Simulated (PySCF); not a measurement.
**Rb₃O⁺: singlet, from a trigonal pyramidal start**

Where does singlet Rb₃O⁺ go from a trigonal pyramidal start, is the end point a minimum, and what are its modes, charges and moments?

Program: PySCF 2.14.0. Level of theory: PBE0, basis O def2-TZVP, Rb def2-TZVP with ECP28, scalar-relativistic core potentials, no spin–orbit coupling, density fitting. These are calculated values, not measurements.

## (1) The starting structure

4 atoms, charge 1, spin multiplicity 1.

Bond lengths: O1–Rb2 2.675 Å, O1–Rb3 2.675 Å, O1–Rb4 2.675 Å. Angles: Rb2–O1–Rb3 99.8°, Rb2–O1–Rb4 99.8°, Rb3–O1–Rb4 99.8°.

Z-matrix (Å, degrees; charge 1 multiplicity 1):
```
O
Rb 1 2.6754
Rb 2 4.0915 1 40.12
Rb 3 4.0915 1 40.12 2 -101.77
```

## (2) Relaxing the singlet from the trigonal pyramidal start

The steps below are one call of a driver around PySCF. For each, scf.py gives the equivalent set-up of the SCF; relaxations use the driver's own optimiser. Before each start the driver seeks the lowest SCF state from one or more starting densities and follows internal instabilities, so scf.py alone need not reach the same state.

The program finds C3v symmetry in the start, which this walk keeps.

scf.py

```python
from pyscf import gto, scf, dft
mol = gto.M(atom='''
O      0.000000     0.000000    -1.181795
Rb     2.362243    -0.000037     0.074205
Rb    -1.181089     2.045781     0.074205
Rb    -1.181154    -2.045744     0.074205''',
    basis={'O': 'def2-TZVP', 'Rb': 'def2-TZVP'},
    ecp={'Rb': 'def2-TZVP'},
    charge=1, spin=0)
mf = dft.RKS(mol, xc='PBE0')
mf.grids.atom_grid = (50, 194)
aux = {'O': 'def2-universal-JKFIT', 'Rb': 'def2-universal-JKFIT'}
mf = mf.density_fit(auxbasis=aux)
mf.kernel()
```

The runs that follow: Hessian and properties.

**Question.** What will these runs give? Wanted: minimum; geometry; wavenumbers; dipole moment; highest occupied, lowest empty level; polar-tensor charge of O1; zero-point energy.

As calculated:

| quantity | value |
| --- | --- |
| minimum | singlet, D3h |
| geometry | O–Rb 2.508 Å (×3); Rb–O–Rb 120.0° (×3) |
| wavenumbers (cm⁻¹) | 62 (e'), 137 (a1'), 152 (a2''), 378 (e') |
| dipole moment (centre of mass) | 0.00 D |
| highest occupied, lowest empty level | -6.88, -3.77 eV |
| polar-tensor charge of O1 | -1.48 e |
| zero-point energy | 7.0 kJ/mol |
| entropy at 298.15 K | 367.2 J/(mol K) |

What this shows: From C3v at the start the molecule goes to a D3h minimum. In the infrared the band at 378 cm⁻¹ (e') leads. Only this shape and spin were tried, so other structures or states may lie lower. The soft modes, below some 90 cm⁻¹, carry numerical noise of tens of cm⁻¹, and the entropy with them.
